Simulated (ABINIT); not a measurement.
A run of ABINIT 10.8.3 (patched build):

run.abi

```
pp_dirpath "./"
pseudos "In.GGA_PBE-JTH_sp.xml, Te.GGA_PBE-JTH.xml"

acell 3*1.0 Angstrom
rprim
     5.2857422800     0.0000000000     0.0000000000
    -2.6428711400     4.5775870900     0.0000000000
     0.0000000000     0.0000000000     3.8298221700
ntypat 2
znucl 49 52
natom 3
typat 1 2 2
xcart
     0.0000000000     0.0000000000     0.0000000000
     4.9943026872     2.8834619417     3.6186575037
    -0.0000000499     5.7669239700     3.6186575037
chkprim 0
chksymtnons 0
tolsym 1.0e-6

ecut 22.0
pawecutdg 44.0
pawxcdev 0

kptopt 1
ngkpt 4 4 5
nshiftk 1
shiftk 0.0 0.0 0.0

ixc 11
vdw_xc 6

nband 12
occopt 3
tsmear 0.00183747

nstep 100
tolvrs 1.0e-9

iomode 3
prtwf 0
prtden 0
prteig 0
prtebands 0
```

Potentials or basis: JTH PAW PBE v2.0 sp.

Launch:

```bash
$ abinit run.abi > log 2>&1
```

Hardware: 1 thread of AMD EPYC 7R32 (Zen 2), on a shared host.

Estimate the wall time of this run.

Wall time 16 s on 1 thread of AMD EPYC 7R32 (Zen 2), with other jobs on the host, peak memory 0.15 GiB. Counts: scf iterations 10, mpi ranks 1, k points 12, bands 12, plane waves 3097.
